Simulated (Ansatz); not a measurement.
Working through an active-space calculation of ClCu

Program: Ansatz's Python interface.

Interactive session:
```pycon
>>> import ansatz as az
>>> mol = (
...     az.Crystal.molecule()
...     .atom("Cu", [0.0, 0.0, 0.0])
...     .atom("Cl", [0.0, 0.0, 2.105])
... )
>>> calc = mol.calculation().basis(gaussian="def2-SVP").correlation(active_electrons=6, active_orbitals=6)
>>> for method in ["sc_nevpt2"]:
...     summary = (calc if method is None else calc.correlation(method)).run(threads=1, backend="cpu").report
...     space = summary["configurations"]
...     state = space["states"][0]
...     print(method or "casscf", f"total {summary['free_energy_ev'] / 27.211386246:.6f} Ha, active-space state {state['energy']['hartree']:.6f} Ha, mean field {summary['reference_energy_ev'] / 27.211386246:.6f} Ha")
...     print("  determinants", state["n_determinants"], " natural occupations", [round(n, 3) for n in space["natural_occupations"]])
...
RunWarning: the results are in doubt because another end's mean lies 0.693 eV lower, and its corrected mean 0.703 eV higher
sc_nevpt2 total -2098.598866 Ha, active-space state -2098.145829 Ha, mean field -2098.101649 Ha
  determinants 112  natural occupations [1.99, 1.99, 1.98, 0.016, 0.012, 0.012]
>>> print("effectively unpaired electrons, sum of min(n, 2 - n):", round(sum(min(n, 2 - n) for n in space["natural_occupations"]), 3))
effectively unpaired electrons, sum of min(n, 2 - n): 0.08
```

Total energies depend on the basis set; only differences at equal settings carry meaning. Warnings are shown shortened and without file and line. The geometry is a force-field or estimated start, not a minimum of this method, and the basis set is short of its limit. The active space starts as a window about the frontier orbitals and is then optimised, not chosen by chemistry. The spin state was assumed, and another may lie lower. A lower CASSCF solution was found and passed over, so the printed active-space state isn't the lowest. It ran for 7.4 s on 1 thread of Arm Neoverse V2, on a shared host, peak memory 0.17 GiB.

(Lines on the test bed's own set-up are left out of the output.)
